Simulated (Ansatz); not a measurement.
# BaAlSi: how the settings move a single-point run

How sensitive is a single-point run of BaAlSi to its settings? A reference run comes first, then one run with altered input.

Program: Ansatz 0.2.0. Level of theory: reference: DFT, r2SCAN, all-electron PAW with datasets made for the crystal, scalar-relativistic. These are calculated values, not measurements.

## 1. The structure to begin with

The structure is hexagonal, space group P-6m2 (No. 187). Conventional cell: a = 4.308 Å, b = 4.308 Å, c = 5.226 Å, α = 90.00°, β = 90.00°, γ = 120.00°. Ba (site symmetry -6m2) has 6 Al at 3.61 Å and 6 Si at 3.61 Å as nearest neighbours. Around Al (site symmetry -6m2) lie 3 Si at 2.49 Å. Si (site symmetry -6m2) is surrounded by 3 Al at 2.49 Å.

Coordinates:

```cif
data_structure
_symmetry_space_group_name_H-M 'P-6m2'
_symmetry_Int_Tables_number 187
_cell_length_a 4.3076
_cell_length_b 4.3076
_cell_length_c 5.2259
_cell_angle_alpha 90.000
_cell_angle_beta 90.000
_cell_angle_gamma 120.000
_cell_volume 83.98
loop_
_atom_site_label
_atom_site_type_symbol
_atom_site_symmetry_multiplicity
_atom_site_Wyckoff_symbol
_atom_site_fract_x
_atom_site_fract_y
_atom_site_fract_z
_atom_site_occupancy
Ba1 Ba 1 a 0.00000 0.00000 0.00000 1
Al1 Al 1 f 0.66667 0.33333 0.50000 1
Si1 Si 1 d 0.33333 0.66667 0.50000 1
```

## 2. Baseline

Contents of input.yaml:

```yaml
crystal:
  lattice:
    - [4.307614419, 0.0, 0.0]
    - [-2.1538072095, 3.7305035166, 0.0]
    - [0.0, 0.0, 5.22585497]
  atoms:
    - { symbol: Ba, position: [0.0, 0.0, 0.0] }
    - { symbol: Al, position: [0.6666666667, 0.3333333333, 0.5] }
    - { symbol: Si, position: [0.3333333333, 0.6666666667, 0.5] }
kpoints:
  mp_grid: { grid: [8, 8, 6] }
scf:
  occupations: { method: fermi_dirac, width: 0.05 }
hamiltonian:
  xc: r2scan
  pseudopotentials: { kind: all_electron, datasets: crystal }
output:
  forces: true
  stress: true
  eigenvalues: true
  efg: { contact_densities: true }
```

Command:

```bash
ansatz run input.yaml --threads 1 --pin off --max-ram 3072MiB --backend cpu --events-out ev --progress --plain --runs-dir out
```

## 3. Changing settings: starting moments, mixing.algorithm broyden, mixing.beta 0.7, mixing.ndim 4, spin_polarized true

Contents of input.yaml:

```yaml
crystal:
  lattice:
    - [4.307614419, 0.0, 0.0]
    - [-2.1538072095, 3.7305035166, 0.0]
    - [0.0, 0.0, 5.22585497]
  atoms:
    - { symbol: Ba, position: [0.0, 0.0, 0.0], spin: 0.2 }
    - { symbol: Al, position: [0.6666666667, 0.3333333333, 0.5], spin: 0.2 }
    - { symbol: Si, position: [0.3333333333, 0.6666666667, 0.5], spin: 0.2 }
kpoints:
  mp_grid: { grid: [8, 8, 6] }
scf:
  occupations: { method: fermi_dirac, width: 0.05 }
  mixing: { algorithm: broyden, beta: 0.7, ndim: 4 }
hamiltonian:
  xc: r2scan
  pseudopotentials: { kind: all_electron, datasets: crystal }
output:
  forces: true
  stress: true
  eigenvalues: true
  efg: { contact_densities: true }
magnetization:
  spin_polarized: true
```

Q: Predict the outcome of this session. Wanted: for each run, ending; energy change; pressure; gap; force.

**Answer**, as computed:

```tsv
run	ending	energy change	pressure (GPa)	gap (eV)	force (eV/Å)	cycles	time
reference	converged	0	-0.2	0.00	0.00	10	12 s
1: starting moments, mixing.algorithm broyden, mixing.beta 0.7, mixing.ndim 4, spin_polarized true	converged	0.0 meV/atom	-0.2	0.00	0.00	8	35 s
```

Residual by cycle in the longest SCF loop of each run; runs are numbered as in the table. The quantity is the density residual dr2, in eV.

```tsv
cycle	reference	run 1
1	0.816	0.0068
2	0.397	0.00107
3	0.0213	1.8e-4
4	0.00486	4.3e-5
5	2.7e-4	1.2e-5
6	4.0e-5	3.2e-6
7	5.5e-6	1.9e-7
8	1.5e-6	2.0e-8
9	2.8e-7	-
10	1.6e-8	-
```

**Reading.** With the changed spin polarisation and mixing the energy stays within 0.5 meV/atom: no moment survives, so both runs end on the same non-magnetic state.
